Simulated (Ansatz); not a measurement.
**B₂ClFH₃P: one species, many methods**

Aim: compute B₂ClFH₃P with functionals from several rungs and with coupled cluster. The yardstick is the atomisation energy at the CCSD(T) limit.

The runs use Ansatz 0.2.0, Gaussian basis; functionals in def2-TZVPP, the program's frozen cores in correlated methods.

Plan: LDA (SPW92), PBE-D4, revPBE-D4, BLYP-D4, r2SCAN-D4, B97M-V, PBE0-D4, B3LYP-D4, r2SCANh-D4, r2SCAN0-D4, HSE06-D4, BHLYP-D4, CAM-B3LYP-D4, LC-ωPBE, ωB97X-V, ωB97M-V, B2PLYP, PBE-QIDH; CCSD(T)/def2-SVP; CCSD(T)/def2-TZVPP; MP2/def2-QZVPP; extrapolation to the limit; RPA on PBE.

**1. The relaxed structure**

An earlier PBE0-D4 in a triple-zeta def2 set relaxation fixed the geometry.

SMILES `BPB(F)Cl`, 8 atoms, charge 0, spin multiplicity 1.

Atoms are counted from 1 here; the program's logs count them from 0.

Bond lengths: B1–P2 1.840 Å, B1–H6 1.191 Å, B1–H7 1.191 Å, P2–B3 1.886 Å, P2–H8 1.407 Å, B3–F4 1.317 Å, B3–Cl5 1.747 Å. Angles: P2–B1–H6 119.3°, P2–B1–H7 118.2°, H6–B1–H7 122.2°, B1–P2–B3 111.5°, B1–P2–H8 111.0°, B3–P2–H8 106.4°, P2–B3–F4 120.5°, P2–B3–Cl5 120.8°, F4–B3–Cl5 118.7°.

Geometry (Å):

```mol
B2ClFH3P
  3D, bonds by distance, orders not assigned

  8  7  0  0  0  0  0  0  0  0999 V2000
   -0.1670    0.4275    1.4983 B   0  0
    0.1472   -0.8638    0.2264 P   0  0
    0.3472   -0.1095   -1.4909 B   0  0
   -0.2021   -0.6848   -2.5410 F   0  0
    1.3384    1.3088   -1.7352 Cl  0  0
   -0.8765    0.1769    2.4221 H   0  0
    0.4377    1.4503    1.4219 H   0  0
   -0.9327   -1.7626    0.1427 H   0  0
  1  2  8  0
  2  3  8  0
  3  4  8  0
  3  5  8  0
  1  6  8  0
  1  7  8  0
  2  8  8  0
M  END
```

**2. LDA**

This LDA is Slater exchange with PW92 correlation.

Input file in.yaml:

```yaml
crystal:
  periodic: [false, false, false]
  atoms:
    - {symbol: B, position_ang: [-0.167005, 0.427517, 1.498250]}
    - {symbol: P, position_ang: [0.147156, -0.863836, 0.226399]}
    - {symbol: B, position_ang: [0.347177, -0.109475, -1.490935]}
    - {symbol: F, position_ang: [-0.202150, -0.684807, -2.541044]}
    - {symbol: Cl, position_ang: [1.338355, 1.308846, -1.735222]}
    - {symbol: H, position_ang: [-0.876451, 0.176895, 2.422080]}
    - {symbol: H, position_ang: [0.437695, 1.450276, 1.421949]}
    - {symbol: H, position_ang: [-0.932679, -1.762615, 0.142724]}
basis:
  gaussian: {orbitals: def2-TZVPP}
hamiltonian: {xc: lda}
output: {orbitals: {seedname: orbitals}}
```

Further steps of the session: PBE-D4 (GGA); revPBE-D4 (GGA); BLYP-D4 (GGA); r2SCAN-D4 (meta-GGA); B97M-V (meta-GGA); PBE0-D4 (hybrid); B3LYP-D4 (hybrid); r2SCANh-D4 (hybrid); r2SCAN0-D4 (hybrid); HSE06-D4 (hybrid); BHLYP-D4 (hybrid); CAM-B3LYP-D4 (range-separated); LC-ωPBE (range-separated); ωB97X-V (range-separated); ωB97M-V (range-separated); B2PLYP (double hybrid); PBE-QIDH (double hybrid); CCSD(T) in def2-SVP; CCSD(T) in def2-TZVPP; MP2 in def2-QZVPP; RPA on PBE orbitals.

Q: Predict the results of all the runs planned. Wanted: atomisation energy, CCSD(T)/CBS; farthest beyond LDA; mean size of error, GGA; mean size of error, meta-GGA; mean size of error, hybrid; mean size of error, range-separated; mean size of error, double hybrid; gap, smallest and largest; T1 diagnostic.

**Answer**, as computed:

| quantity | value |
| --- | --- |
| atomisation energy, CCSD(T)/CBS | 2798.2 kJ/mol |
| functionals within 14.0 kJ/mol (0.5 %) | r2SCAN0-D4, LC-ωPBE, B2PLYP |
| farthest beyond LDA | PBE-D4 (+100.1 kJ/mol) |
| mean size of error, GGA | 52.4 kJ/mol |
| mean size of error, meta-GGA | 72.6 kJ/mol |
| mean size of error, hybrid | 37.8 kJ/mol |
| mean size of error, range-separated | 37.4 kJ/mol |
| mean size of error, double hybrid | 10.5 kJ/mol |
| gap, smallest and largest | 3.80 eV (LDA (SPW92)), 10.56 eV (LC-ωPBE) |
| T1 diagnostic | 0.0152 |
| triples share of the correlation energy | 4.0 % |

The LDA atomisation energy is off by 456.3 kJ/mol (16 %): it overbinds. PBE-D4 is off by +100.1 kJ/mol. Double hybrids carry the basis error of their MP2 part in triple zeta, and no dispersion term here, so their miss is partly the set-up's. By mean error the best rung here is double hybrid (10.5 kJ/mol) and the worst beyond LDA is meta-GGA (72.6 kJ/mol). The reference freezes the cores and leaves out relativity and excitations past (T), so misses under about 14.0 kJ/mol can't be ranked. Hartree-Fock recovers 76 % of the binding; the rest is correlation. CCSD(T) in def2-SVP is off by -144.9 kJ/mol, so the small basis spoils what the method gains. Orbital gaps span 3.8 to 10.6 eV; exact exchange widens them.
